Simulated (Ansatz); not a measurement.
# InH2Me (CH₅In): one molecule under many settings

Aim: run InH2Me (CH₅In) under a spread of inputs, and see what each costs and gives.

Program: Ansatz 0.2.0, Gaussian basis. Level of theory: the settings change from run to run. These are calculated values, not measurements.

2 further runs of the same task are left out: 2 set aside as unsound or not needed. Runs told in other sessions of the task aren't counted.

### 1 The geometry

An earlier PBE0-D4 in a triple-zeta def2 set relaxation fixed the geometry. In takes a core potential in def2 sets; no spin-orbit term is included.

7 atoms, charge 0, spin multiplicity 1.

Atoms are counted from 1 here; the program's logs count them from 0.

Bond lengths: In1–H2 1.731 Å, In1–H3 1.731 Å, In1–C4 2.153 Å, C4–H5 1.093 Å, C4–H6 1.090 Å, C4–H7 1.091 Å. Angles: H2–In1–H3 119.3°, H2–In1–C4 120.2°, H3–In1–C4 120.5°, In1–C4–H5 109.0°, In1–C4–H6 111.4°, In1–C4–H7 111.0°, H5–C4–H6 108.1°, H5–C4–H7 107.8°, H6–C4–H7 109.5°.

### 2 B97/def2-TZVP

Options: unrestricted orbitals, a point charge of 1.00 e beside it, the search for lower states set to light.

Contents of in.yaml:

```yaml
crystal:
  periodic: [false, false, false]
  atoms:
    - {symbol: In, position_ang: [0.567708, 0.993024, 0.002709]}
    - {symbol: H, position_ang: [2.298409, 1.002995, 0.026891]}
    - {symbol: H, position_ang: [-0.286236, 2.497332, -0.049981]}
    - {symbol: C, position_ang: [-0.505250, -0.873712, 0.016030]}
    - {symbol: H, position_ang: [-0.588431, -1.243877, -1.009529]}
    - {symbol: H, position_ang: [-1.512587, -0.749698, 0.413971]}
    - {symbol: H, position_ang: [0.026377, -1.626064, 0.599909]}
basis:
  gaussian: {orbitals: def2-TZVP, point_charges: [{charge: 1.00, position_ang: [6.746, -0.273, 0.217]}]}
magnetization: {spin_polarized: true, initial_magnetization: 0}
hamiltonian: {xc: {name: B97}}
scf: {lower_state_search: light}
output: {forces: true}
```

Launch:

```bash
> ansatz run in.yaml --threads 4 --pin off --events-out ev --progress --plain --max-ram 3916MiB
```

The program printed (excerpt; [...] marks lines left out):

```text
Functional definition: B97
  name "B97"
  cite "Becke, J. Chem. Phys. 107, 8554 (1997) doi:10.1063/1.475007"
[...]
      + integral(e_c_pw_opposite_spin*poly(b97_u_opposite, cos0, cos1, cos2))
865 factors; their error is unknown
[...]
mean field -6292.45953553 eV, -231.2436227486 hartree, gradient 2.5e-5 eV, S^2 0.000000; 0 other end points of the search recorded, 0 dependent functions left out
[...]
reference -6292.45956992 eV, -231.2436240124 hartree; 16, 16 occupied and 95, 95 virtual orbitals, 865 factors
Total energy: -6292.45956992 eV, -231.2436240124 hartree
Atom 0 at     0.567708     0.993024     0.002709 Å, force    -0.424747     0.167180    -0.009237 eV/Å
Atom 1 at     2.298409     1.002995     0.026891 Å, force     0.373067    -0.038230     0.009806 eV/Å
Atom 2 at    -0.286236     2.497332    -0.049981 Å, force     0.100703     0.034793     0.000872 eV/Å
Atom 3 at    -0.505250    -0.873712     0.016030 Å, force     0.052599    -0.152731    -0.008624 eV/Å
Atom 4 at    -0.588431    -1.243877    -1.009529 Å, force    -0.011900    -0.014678    -0.043630 eV/Å
Atom 5 at    -1.512587    -0.749698     0.413971 Å, force    -0.012227     0.038823     0.019859 eV/Å
Atom 6 at     0.026377    -1.626064     0.599909 Å, force    -0.009184    -0.063768     0.034904 eV/Å
Dipole moment:    -0.291517    -0.116493    -0.006953 e Å
```

Run time: 2.8 s. Hardware: 4 threads of Arm Neoverse V2, shared host.

Largest force 0.457 eV/Å, dipole 1.51 D, ⟨S²⟩ 0.000.

### 3 BHLYP/def2-TZVP

Edit in.yaml of step 2 so:

```diff
@@ -11,6 +11,5 @@
 basis:
-  gaussian: {orbitals: def2-TZVP, point_charges: [{charge: 1.00, position_ang: [6.746, -0.273, 0.217]}]}
-magnetization: {spin_polarized: true, initial_magnetization: 0}
-hamiltonian: {xc: {name: B97}}
-scf: {lower_state_search: light}
+  gaussian: {orbitals: def2-TZVP}
+hamiltonian: {xc: {name: BHLYP}}
+scf: {omitted_lower_state_checks: [starts]}
 output: {forces: true}
```

The command is unchanged.

The program printed (excerpt; [...] marks lines left out):

```text
Functional definition: BHLYP
  name "BHLYP"
  cite "Becke, J. Chem. Phys. 98, 1372 (1993) doi:10.1063/1.464304"
  cite "Becke, Phys. Rev. A 38, 3098 (1988) doi:10.1103/PhysRevA.38.3098"
  cite "Lee, Yang & Parr, Phys. Rev. B 37, 785 (1988) doi:10.1103/PhysRevB.37.785"
[...]
966 factors; their error is unknown
[...]
mean field -6289.03725118 eV, -231.1178561183 hartree, gradient 3.7e-5 eV, S^2 0.000000; 0 other end points of the search recorded, 0 dependent functions left out
[...]
reference -6289.03743517 eV, -231.1178628797 hartree; 16, 16 occupied and 95, 95 virtual orbitals, 966 factors
Total energy: -6289.03743517 eV, -231.1178628797 hartree
Atom 0 at     0.567708     0.993024     0.002709 Å, force     0.054941     0.094878     0.001443 eV/Å
Atom 1 at     2.298409     1.002995     0.026891 Å, force    -0.038750     0.006002    -0.001168 eV/Å
Atom 2 at    -0.286236     2.497332    -0.049981 Å, force     0.024409    -0.029532     0.000660 eV/Å
Atom 3 at    -0.505250    -0.873712     0.016030 Å, force    -0.157821    -0.286305    -0.017103 eV/Å
Atom 4 at    -0.588431    -1.243877    -1.009529 Å, force     0.011903     0.081962     0.263598 eV/Å
Atom 5 at    -1.512587    -0.749698     0.413971 Å, force     0.258824    -0.051499    -0.099708 eV/Å
Atom 6 at     0.026377    -1.626064     0.599909 Å, force    -0.153506     0.184494    -0.147721 eV/Å
Dipole moment:    -0.066625    -0.115023     0.000653 e Å
Checks for a lower state left out: starts
```

Wall time 0.8 s (4 threads of Arm Neoverse V2, shared host).

Largest force 0.327 eV/Å, dipole 0.64 D.

### 4 PBE0/def2-SVPD

This run has charge +1, multiplicity 2, atoms shaken by 0.15 Å, a point charge of -1.00 e beside it.

Contents of in.yaml:

```yaml
crystal:
  periodic: [false, false, false]
  atoms:
    - {symbol: In, position_ang: [0.416933, 1.193656, -0.113308]}
    - {symbol: H, position_ang: [2.430207, 1.060945, 0.148363]}
    - {symbol: H, position_ang: [-0.175771, 2.599532, -0.307404]}
    - {symbol: C, position_ang: [-0.457901, -0.847318, 0.237791]}
    - {symbol: H, position_ang: [-0.440663, -1.224487, -0.801485]}
    - {symbol: H, position_ang: [-1.288332, -0.811041, 0.329947]}
    - {symbol: H, position_ang: [0.048481, -1.569583, 0.430281]}
basis:
  gaussian: {orbitals: def2-SVPD, point_charges: [{charge: -1.00, position_ang: [5.774, 0.307, -0.989]}]}
total_charge: 1
magnetization: {spin_polarized: true, initial_magnetization: 1}
hamiltonian: {xc: {name: PBE0}}
```

Same command.

The program printed:

```text
Functional definition: PBE0
  name "PBE0"
  cite "Adamo & Barone, J. Chem. Phys. 110, 6158 (1999) doi:10.1063/1.478522"
  cite "Perdew, Burke & Ernzerhof, Phys. Rev. Lett. 77, 3865 (1996) doi:10.1103/PhysRevLett.77.3865"
  parent pbe
  parameter a = 0.25
  parameter kappa = 0.804
  parameter beta = 0.06672455060314922
  exchange = (1 - a)*pbe_x(kappa = kappa, mu = beta*pi^2/3) + a*exact_x
  correlation = pbe_c(beta = beta)
904 factors; their error is unknown
mean field evaluation 1: about -6260.8088 eV, gradient 5.6e1 eV
mean field evaluation 2: about -6172.9050 eV, gradient 1.0e2 eV
mean field evaluation 4: about -6278.3897 eV, gradient 4.1e0 eV
mean field evaluation 8: about -6278.5149 eV, gradient 2.0e-1 eV
mean field evaluation 16: about -6278.5837 eV, gradient 2.5e-4 eV
mean field -6278.58369198 eV, -230.7336949033 hartree, gradient 6.6e-5 eV, S^2 0.762623; 0 other end points of the search recorded, 0 dependent functions left out
reference -6278.58372806 eV, -230.7336962293 hartree; 16, 15 occupied and 76, 77 virtual orbitals, 904 factors
Total energy: -6278.58372806 eV, -230.7336962293 hartree
```

Run time: 0.9 s. Hardware: 4 threads of Arm Neoverse V2, shared host.

⟨S²⟩ 0.763.

### 5 The runs in one table

| level | charge | multiplicity | geometry | functions | energy (eV) | time |
| --- | --- | --- | --- | --- | --- | --- |
| B97/def2-TZVP | 0 | 1 | relaxed, point charge | 111 | -6292.460 | 2.8 s |
| BHLYP/def2-TZVP | 0 | 1 | relaxed | 111 | -6289.037 | 0.8 s |
| PBE0/def2-SVPD | 1 | 2 | shaken, point charge | 92 | -6278.584 | 0.9 s |

### 6 Results

| quantity | value |
| --- | --- |
| runs | 3 |
| quickest | BHLYP/def2-TZVP, 0.8 s |
| slowest | B97/def2-TZVP, 2.8 s |

**Reading.** The runs differ in state or geometry as well as level, so their energies can't be set against each other. B97/def2-TZVP took 3 times as long as BHLYP/def2-TZVP. The jobs differ in tasks and options as well as level. At the PBE0-D4/def2-TZVP geometry and in the same state, the sound runs without point charges leave forces up to 0.33 eV/Å (BHLYP/def2-TZVP).
